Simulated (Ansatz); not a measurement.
# C3H2ClF (SMILES FC1=CC1Cl) at CCSD/def2-SVP

What is the electronic atomisation energy of C3H2ClF at CCSD/def2-SVP? 

The results are computed with Ansatz 0.2.0.

70 further runs of the same task are left out: 70 set aside as unsound or not needed. Runs told in other sessions of the task aren't counted.

### 1 The structure to begin with

C3H2ClF has 7 atoms, charge 0, and is taken as a singlet. As SMILES, `FC1=CC1Cl`. Geometry: relaxed at PBE0-D4/def2-TZVP.

Bond lengths: F1–C2 1.299 Å, C2–C3 1.288 Å, C2–C4 1.439 Å, C3–C4 1.503 Å, C4–Cl5 1.797 Å, C3–H6 1.075 Å, C4–H7 1.086 Å. Some angles: F1–C2–C3 149.0°, F1–C2–C4 144.3°, C3–C2–C4 66.6°, C2–C3–C4 61.5°, C2–C4–C3 51.9°, C2–C4–Cl5 120.4°, C3–C4–Cl5 119.9°, C2–C3–H6 154.3°, C4–C3–H6 144.1°, C2–C4–H7 124.6°.

### 2 The energy at CCSD/def2-SVP

Contents of job.yaml:

```yaml
crystal:
  periodic: [false, false, false]
  atoms:
    - symbol: F
      position_ang: [0.416000, -2.094500, -0.334400]
    - symbol: C
      position_ang: [0.254800, -0.851400, 0.006900]
    - symbol: C
      position_ang: [0.154700, 0.033300, 0.937200]
    - symbol: C
      position_ang: [0.000700, 0.474100, -0.491600]
    - symbol: Cl
      position_ang: [-1.623600, 0.912000, -1.122900]
    - symbol: H
      position_ang: [0.123900, 0.365700, 1.959300]
    - symbol: H
      position_ang: [0.734800, 1.092800, -1.000200]
basis:
  gaussian: {orbitals: def2-SVP}
accuracy: high
magnetization: {spin_polarized: false, initial_magnetization: 0}
correlation: {method: ccsd, frozen_orbitals: {C: 1, Cl: 5, F: 1, H: 0}}
scf: {omitted_lower_state_checks: [cluster_reference, increment]}
```

Started as:

```
ansatz run job.yaml --threads 1 --pin off --max-ram 2610MiB --events-out events.jsonl --progress --plain --runs-dir runs
```

Log:

```text
Warning: RAYON_NUM_THREADS=1 ignored (pool sized by the plan → 1); use --threads N
[... 12 lines left out ...]
9 core orbitals not correlated: weight in the atoms' cores, before any rotation towards them, 1.000 or more for the frozen orbitals, at most 0.000 for the correlated occupied ones
[... 23 lines left out ...]
Total energy: -18340.80509079 eV, -674.0121552423 hartree
Checks for a lower state left out: cluster_reference, increment
```

Wall time 8.4 s (1 thread of Intel Xeon 6975P-C (Granite Rapids), shared host); peak memory 0.48 GiB.

### 3 The C atom at the same level

Contents of job.yaml:

```yaml
crystal:
  periodic: [false, false, false]
  atoms:
    - {symbol: C, position_ang: [0.000000, 0.000000, 0.000000]}
basis:
  gaussian: {orbitals: def2-SVP}
magnetization: {spin_polarized: true, initial_magnetization: 2}
correlation: {method: ccsd, frozen_orbitals: {C: 1}}
accuracy: high
scf: {omitted_lower_state_checks: [cluster_reference, increment]}
```

Started as:

```
ansatz run job.yaml --threads 1 --pin off --max-ram 2610MiB --events-out events.jsonl --progress --plain --runs-dir runs
```

Log:

```text
Warning: RAYON_NUM_THREADS=1 ignored (pool sized by the plan → 1); use --threads N
[... 12 lines left out ...]
1 core orbitals not correlated: weight in the atoms' cores, before any rotation towards them, 1.000 or more for the frozen orbitals, at most 0.000 for the correlated occupied ones
[... 17 lines left out ...]
Total energy: -1026.26099379 eV, -37.7143958971 hartree
Checks for a lower state left out: cluster_reference, increment
```

It took 0.12 s on 1 thread of Intel Xeon 6975P-C (Granite Rapids), shared host.

### 4 The Cl atom at the same level

Contents of job.yaml:

```yaml
crystal:
  periodic: [false, false, false]
  atoms:
    - {symbol: Cl, position_ang: [0.000000, 0.000000, 0.000000]}
basis:
  gaussian: {orbitals: def2-SVP}
magnetization: {spin_polarized: true, initial_magnetization: 1}
correlation: {method: ccsd, frozen_orbitals: {Cl: 5}}
accuracy: high
scf: {omitted_lower_state_checks: [cluster_reference, increment]}
```

Run the same way, it converges to -459.44497 Eh (log not shown).

### 5 The F atom

Contents of in.yaml:

```yaml
crystal:
  periodic: [false, false, false]
  atoms:
    - {symbol: F, position_ang: [0.000000, 0.000000, 0.000000]}
basis:
  gaussian: {orbitals: def2-SVP}
magnetization: {spin_polarized: true, initial_magnetization: 1}
correlation: {method: ccsd, frozen_orbitals: {F: 1}}
accuracy: high
scf: {omitted_lower_state_checks: [cluster_reference, increment]}
```

Run the same way, it converges to -99.43380 Eh (log not shown).

### 6 The H atom: the energy at UHF/def2-SVP

Contents of molecule.yaml:

```yaml
basis:
  gaussian: {orbitals: def2-SVP}
crystal:
  periodic: [false, false, false]
  atoms:
    - symbol: H
      position_ang: [0.000000, 0.000000, 0.000000]
magnetization: {spin_polarized: true, initial_magnetization: 1}
hamiltonian: {xc: hf}
accuracy: high
```

Started as:

```
ansatz run molecule.yaml --threads 1 --pin off --max-ram 2610MiB --events-out events.jsonl --progress --plain --runs-dir runs
```

Log:

```text
Warning: RAYON_NUM_THREADS=1 ignored (pool sized by the plan → 1); use --threads N
Functional definition: HF
  name "HF"
  exchange = exact_x
  correlation = 0
15 factors; integrals over basis functions are off by at most 8.9e-10 eV
mean field evaluation 1: about -13.5522 eV, gradient 1.6e0 eV
mean field evaluation 2: about -13.5522 eV, gradient 1.6e0 eV
mean field evaluation 4: about -13.5861 eV, gradient 1.4e-4 eV
mean field evaluation 8: about -13.5861 eV, gradient 4.4e-14 eV
mean field -13.58605754 eV, -0.4992784057 hartree, gradient 4.2e-10 eV, S^2 0.750000; 0 other end points of the search recorded, 0 dependent functions left out
reference -13.58605754 eV, -0.4992784057 hartree; 1, 0 occupied and 4, 5 virtual orbitals, 15 factors
Total energy: -13.58605754 eV, -0.4992784057 hartree
```

Run time: 0.04 s. Hardware: 1 thread of Intel Xeon 6975P-C (Granite Rapids), shared host.

### 7 Outcome

At CCSD/def2-SVP, 9 core orbitals frozen:

| quantity | value |
| --- | --- |
| molecule: total energy | -674.01216 Eh |
| molecule: correlation energy (9 core orbitals frozen) | -735.8 mEh |
| molecule: T1 diagnostic | 0.011 |
| C atom: total energy | -37.71440 Eh |
| C atom: correlation energy (1 core orbital frozen) | -69.2 mEh |
| C atom: ⟨S²⟩ of the reference determinant | 2.007 |
| C atom: T1 diagnostic | 0.007 |
| Cl atom: total energy | -459.44497 Eh |
| Cl atom: correlation energy (5 core orbitals frozen) | -125.7 mEh |
| Cl atom: ⟨S²⟩ of the reference determinant | 0.755 |
| Cl atom: T1 diagnostic | 0.005 |
| F atom: total energy | -99.43380 Eh |
| F atom: correlation energy (1 core orbital frozen) | -149.7 mEh |
| F atom: ⟨S²⟩ of the reference determinant | 0.752 |
| F atom: T1 diagnostic | 0.003 |
| H atom: total energy | -0.49928 Eh |
| H atom: ⟨S²⟩ | 0.750 |
| electronic atomisation energy | 26.984 eV |

In words: Taking the molecule apart into free atoms costs 26.98 eV (2604 kJ/mol), before zero-point energy and without spin-orbit coupling.
